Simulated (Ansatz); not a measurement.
# 2 structures of TiRh: ranking of polymorphs by energy

Which structure of TiRh is lowest? Aim: a ranking of polymorphs by energy, for 2 structures of TiRh, run from a script.

All numbers are computed with Ansatz 0.2.0 through its Python package. Level of theory: DFT LDA, plane waves, PAW.

## (1) The structure

TiRh P4/mmm: The structure is tetragonal, space group P4/mmm (No. 123). The conventional cell has a = 2.988 Å, b = 2.988 Å, c = 3.350 Å, α = 90.00°, β = 90.00°, γ = 90.00°. Around Ti (site symmetry 4/mmm) lie 8 Rh at 2.70 Å and 4 Ti at 2.99 Å. Rh (site symmetry 4/mmm) is surrounded by 8 Ti at 2.70 Å and 4 Rh at 2.99 Å.

TiRh Pm-3m: The structure is cubic, space group Pm-3m (No. 221). The conventional cell has a = 3.115 Å, b = 3.115 Å, c = 3.115 Å, α = 90.00°, β = 90.00°, γ = 90.00°. Ti (site symmetry m-3m) is surrounded by 8 Rh at 2.70 Å. Around Rh (site symmetry m-3m) lie 8 Ti at 2.70 Å.

No structure file is read: the coordinates are typed or built in the script.

## (2) Script

polymorphs.py

```python
"""Which structure of TiRh is lowest in energy, at the given cells."""

import csv

import ansatz as az
import numpy as np


def run_phase(name, crystal):
    calc = crystal.calculation()
    calc = calc.basis(34 * az.Ry).functional("LDA")
    calc = calc.kpoints(spacing=0.16).occupations("fermi_dirac", width=0.1)
    calc = calc.stress()
    calc = calc.band_table()
    return calc.run()


def volume_per_atom(outcome):
    return abs(np.linalg.det(outcome.lattice.cell_ang)) / len(outcome.lattice.sites)


def pressure_gpa(outcome):
    return float(np.trace(outcome.report["stress_gpa"]) / 3)


def main() -> None:
    phases = {}
    p4_mmm = (
        az.Lattice.from_parameters(2.988, 2.988, 3.35, alpha=90, beta=90, gamma=90)
        .space_group(123, hermann_mauguin="P4/mmm")
        .atom("Ti", [0.5, 0.5, 0.5])
        .atom("Rh", [0.0, 0.0, 0.0])
    )
    phases["P4/mmm"] = p4_mmm
    pm_3m = (
        az.Lattice.cubic(3.115202)
        .space_group(221)
        .atom("Ti", [0.5, 0.5, 0.5])
        .atom("Rh", [0.0, 0.0, 0.0])
    )
    phases["Pm-3m"] = pm_3m

    done = {}
    for name, crystal in phases.items():
        done[name] = run_phase(name, crystal)
        print(f"{name}: {done[name].report['energy_sigma0_ev']:.4f} eV, {len(done[name].lattice.sites)} atoms")

    energy = {name: o.report["energy_sigma0_ev"] / len(o.lattice.sites) for name, o in done.items()}
    lowest = min(energy.values())
    rows = [(name, len(o.lattice.sites), 1000 * (energy[name] - lowest), volume_per_atom(o), pressure_gpa(o)) for name, o in done.items()]
    rows.sort(key=lambda row: row[2])
    with open("polymorphs.csv", "w", newline="") as handle:
        writer = csv.writer(handle)
        writer.writerow(["phase", "atoms", "dE (meV/atom)", "V (A^3/atom)", "P (GPa)"])
        writer.writerows([round(v, 4) if isinstance(v, float) else v for v in row] for row in rows)
    print(open("polymorphs.csv").read())
    print("order:", " < ".join(row[0] for row in rows))


if __name__ == "__main__":
    main()
```

## (3) What the engine is handed

The engine receives this input (first run):

```yaml
crystal:
  lattice:
    a: 2.988
    b: 2.988
    c: 3.35
    alpha: 90.0
    beta: 90.0
    gamma: 90.0
  space_group: 123
  setting:
    hermann_mauguin: P4/mmm
  atoms:
    - { symbol: Ti, position: [0.5, 0.5, 0.5] }
    - { symbol: Rh, position: [0.0, 0.0, 0.0] }
basis:
  ecutwfc: 462.593566181796
kpoints:
  mp_grid:
    kspacing: 0.16
hamiltonian:
  xc: lda
scf:
  occupations:
    method: fermi_dirac
    width: 0.1
output:
  stress: true
  eigenvalues: true
```

## (4) Launch

Command:

```console
> python polymorphs.py
```

What it wrote:

```text
P4/mmm: -8730.3979 eV, 2 atoms
Pm-3m: -8730.3357 eV, 2 atoms
phase,atoms,dE (meV/atom),V (A^3/atom),P (GPa)
P4/mmm,2,0.0,14.9546,-11.7931
Pm-3m,2,31.1247,15.1157,-12.9961

order: P4/mmm < Pm-3m
```

It took 11 s on 1 thread of Arm Neoverse V1, shared host; peak memory 0.49 GiB.

## (5) Inputs of later runs

The engine's inputs for the other runs:

Run 2, against run 1:

```diff
@@ -3,9 +3,3 @@
-    a: 2.988
-    b: 2.988
-    c: 3.35
-    alpha: 90.0
-    beta: 90.0
-    gamma: 90.0
-  space_group: 123
-  setting:
-    hermann_mauguin: P4/mmm
+    bravais: cubic
+    a: 3.115202
+  space_group: 221
```

## (6) Run by run

The 2 runs, in the order started:

```tsv
run	space group	energy from run 1 (meV/atom)	pressure (GPa)	SCF cycles	CPU time (s)
1	P4/mmm	0.00	-11.79	6	7.4
2	Pm-3m	31.12	-13.00	6	2.5
```

Energies are extrapolated to zero smearing width, as in the script. 

## (7) Results

| quantity | value |
| --- | --- |
| runs compared | 2 |
| lowest | run 1 (P4/mmm) |
| next above it by | 31.1 meV/atom |

What this shows: By space group at the end of each run: P4/mmm (+0 meV an atom, 15.0 Å³) and Pm-3m (+31 meV an atom, 15.1 Å³). Spin is left out of this run. Pressure is positive in compression. The ranking holds among these structures alone, at zero temperature; the ground state may be another structure. Differences under 10 to 15 meV an atom lie within the error of mesh and functional.
